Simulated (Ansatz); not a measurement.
# C2H8OSSi: up Jacob's ladder to CCSD(T)

An exercise on one series of results from a longer session: the logs are not shown, and one member is left open.

Computed with Ansatz 0.2.0, Gaussian basis. Level: functionals in def2-TZVPP, the program's frozen cores in correlated methods.

Levels to be run: PBE-D4, r2SCAN-D4, PBE0-D4, B3LYP-D4, ωB97X-V, ωB97M-V, B2PLYP; CCSD(T)/def2-TZVPP; MP2/def2-QZVPP; extrapolation to the limit.

## The geometry

The geometry comes from an earlier relaxation with PBE0-D4 in a triple-zeta def2 set; it is a stationary point, not always the lowest conformer.

13 atoms, charge 0, spin multiplicity 1.

Atoms are counted from 1 here; the program's logs count them from 0.

Bond lengths: C1–Si2 1.863 Å, C1–H6 1.093 Å, C1–H7 1.094 Å, C1–H8 1.093 Å, Si2–O3 1.647 Å, Si2–C4 1.883 Å, Si2–H9 1.487 Å, O3–H10 0.962 Å, C4–S5 1.818 Å, C4–H11 1.092 Å, C4–H12 1.093 Å, S5–H13 1.343 Å. Angles: Si2–C1–H6 110.0°, Si2–C1–H7 110.9°, Si2–C1–H8 112.1°, H6–C1–H7 107.9°, H6–C1–H8 107.5°, H7–C1–H8 108.2°, C1–Si2–O3 112.5°, C1–Si2–C4 110.3°, C1–Si2–H9 109.6°, O3–Si2–C4 108.0°, O3–Si2–H9 106.4°, C4–Si2–H9 109.9°, Si2–O3–H10 113.8°, Si2–C4–S5 110.7°, Si2–C4–H11 114.4°, Si2–C4–H12 109.0°, S5–C4–H11 110.4°, S5–C4–H12 104.5° and more.

The first run:

Contents of in.yaml:

```yaml
crystal:
  periodic: [false, false, false]
  atoms:
    - {symbol: C, position_ang: [-0.925517, 1.272599, 0.620620]}
    - {symbol: Si, position_ang: [0.108206, -0.264910, 0.819192]}
    - {symbol: O, position_ang: [1.693473, 0.074158, 1.109806]}
    - {symbol: C, position_ang: [0.013461, -1.320428, -0.736790]}
    - {symbol: S, position_ang: [0.949089, -0.551255, -2.093076]}
    - {symbol: H, position_ang: [-0.856028, 1.889223, 1.520027]}
    - {symbol: H, position_ang: [-1.978126, 1.017477, 0.468059]}
    - {symbol: H, position_ang: [-0.596471, 1.884006, -0.223666]}
    - {symbol: H, position_ang: [-0.375233, -1.043330, 1.989778]}
    - {symbol: H, position_ang: [2.208454, 0.237110, 0.313562]}
    - {symbol: H, position_ang: [-1.002048, -1.557261, -1.060425]}
    - {symbol: H, position_ang: [0.525400, -2.269306, -0.554978]}
    - {symbol: H, position_ang: [0.255742, 0.597118, -2.157409]}
basis:
  gaussian: {orbitals: def2-TZVPP}
hamiltonian: {xc: pbe, dispersion: d4}
output: {forces: true, orbitals: {seedname: orbitals}}
```

Launch:

```sh
ansatz run in.yaml --threads 4 --pin off --events-out ev --progress --plain --max-ram 10444MiB
```

Among the steps run: PBE-D4 (GGA); r2SCAN-D4 (meta-GGA); PBE0-D4 (hybrid); B3LYP-D4 (hybrid); ωB97X-V (range-separated); ωB97M-V (range-separated); B2PLYP (double hybrid); CCSD(T) in def2-TZVPP; MP2 in def2-QZVPP.

One of the session's tables, all rows but one given; the rest of the session is left out.

```
            method  atomisation energy (kcal/mol)
            PBE-D4                         1142.6
         r2SCAN-D4                         1132.5
           PBE0-D4                         1128.1
          B3LYP-D4                         1127.6
           ωB97X-V                              ?
           ωB97M-V                         1135.3
            B2PLYP                         1115.4
     HF/def2-TZVPP                          831.7
    MP2/def2-TZVPP                         1115.3
   CCSD/def2-TZVPP                         1087.9
CCSD(T)/def2-TZVPP                         1102.7
           MP2/CBS                         1145.3
       CCSD(T)/CBS                         1132.7
```

**Question.** Estimate the row for ωB97X-V.

As computed: atomisation energy (kcal/mol): 1134.1. In the column «atomisation energy (kcal/mol)» it lies between CCSD(T)/CBS (1132.7) and ωB97M-V (1135.3).

To keep in mind: Free atoms (2 C, 1 Si, 1 O, 1 S, 8 H) were run apart at each level; the atomisation energy is their sum less the molecule, without zero-point or spin-orbit terms.
